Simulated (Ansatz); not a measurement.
# CCl2 (dichloromethylene): MP2/def2-TZVPP

Aim: the electronic atomisation energy of CCl2 (dichloromethylene) at MP2/def2-TZVPP, from 3 runs. 

Program for the calculation: Ansatz 0.2.0.

8 further runs of the same task are left out: 8 set aside as unsound or not needed.

## Step 1: The molecule

The species is CCl2 (3 atoms), meant as a singlet with charge 0. As SMILES, `Cl[C]Cl`. Geometry: relaxed at PBE0-D4/def2-TZVP.

Bond lengths: Cl1–C2 1.708 Å, C2–Cl3 1.708 Å. Angles: Cl1–C2–Cl3 109.5°.

## Step 2: A single-point energy at MP2/def2-TZVPP

The input, job.yaml:

```yaml
crystal:
  periodic: [false, false, false]
  atoms:
    - {symbol: Cl, position_ang: [1.236700, -0.329300, 0.644300]}
    - {symbol: C, position_ang: [-0.231600, -0.585100, -0.189800]}
    - {symbol: Cl, position_ang: [-1.005100, 0.914500, -0.454500]}
basis:
  gaussian: {orbitals: def2-TZVPP}
correlation: {method: mp2, frozen_orbitals: {C: 1, Cl: 5}}
accuracy: high
```

Command:

```bash
$ ansatz run job.yaml --threads 1 --pin off --max-ram 2610MiB --events-out events.jsonl --progress --plain --runs-dir runs
```

What it wrote:

```text
Warning: RAYON_NUM_THREADS=1 ignored (pool sized by the plan → 1); use --threads N
Functional definition: HF
  name "HF"
  exchange = exact_x
  correlation = 0
1735 factors; integrals over basis functions are off by at most 3.2e-9 eV
mean field evaluation 1: about -26034.2547 eV, gradient 1.7e1 eV
mean field evaluation 2: about -26034.4460 eV, gradient 1.8e1 eV
mean field evaluation 4: about -26035.5640 eV, gradient 2.9e0 eV
mean field evaluation 8: about -26035.6660 eV, gradient 1.3e-1 eV
mean field evaluation 16: about -26035.6662 eV, gradient 1.9e-8 eV
mean field -26035.66621018 eV, -956.7930856159 hartree, gradient 1.9e-8 eV, S^2 0.000000; 0 other end points of the search recorded, 0 dependent functions left out; unrestricted orbitals would lower it
11 core orbitals not correlated: weight in the atoms' cores, before any rotation towards them, 1.000 or more for the frozen orbitals, at most 0.000 for the correlated occupied ones
reference -26035.66621018 eV, -956.7930856159 hartree; 9, 9 occupied and 95, 95 virtual orbitals, 1735 factors
second order -14.05044351 eV of doubles, -0.00000000 eV of singles
Total energy: -26049.71665369 eV, -957.3094298911 hartree
```

Wall time 2.5 s (1 thread of Intel Xeon 6975P-C (Granite Rapids), shared host); peak memory 0.29 GiB.

## Step 3: The C atom

The input, molecule.yaml:

```yaml
crystal:
  periodic: [false, false, false]
  atoms:
    - {symbol: C, position_ang: [0.000000, 0.000000, 0.000000]}
basis:
  gaussian: {orbitals: def2-TZVPP}
magnetization: {spin_polarized: true, initial_magnetization: 2}
correlation: {method: mp2, frozen_orbitals: {C: 1}}
accuracy: high
```

Run the same way, it converges to -37.75859 Eh (log not shown).

## Step 4: The Cl atom

The input, job.yaml:

```yaml
crystal:
  periodic: [false, false, false]
  atoms:
    - {symbol: Cl, position_ang: [0.000000, 0.000000, 0.000000]}
basis:
  gaussian:
    orbitals: def2-TZVPP
magnetization:
  spin_polarized: true
  initial_magnetization: 1
correlation:
  method: mp2
  frozen_orbitals: {Cl: 5}
accuracy: high
```

Run the same way, it converges to -459.63530 Eh (log not shown).

## Step 5: What came out

Level: MP2/def2-TZVPP, 11 core orbitals frozen.

```
                                              quantity          value
                                molecule: total energy  -957.30943 Eh
molecule: correlation energy (11 core orbitals frozen)     -516.3 mEh
                                  C atom: total energy   -37.75859 Eh
    C atom: correlation energy (1 core orbital frozen)      -66.1 mEh
             C atom: ⟨S²⟩ of the reference determinant          2.010
                                 Cl atom: total energy  -459.63530 Eh
  Cl atom: correlation energy (5 core orbitals frozen)     -158.5 mEh
            Cl atom: ⟨S²⟩ of the reference determinant          0.760
                         electronic atomisation energy       7.626 eV
```

What this shows: Taking the molecule apart into free atoms costs 7.63 eV (176 kcal/mol), before zero-point energy and without spin-orbit coupling. The restricted solution (molecule) is unstable to spin breaking: an unrestricted one lies lower.
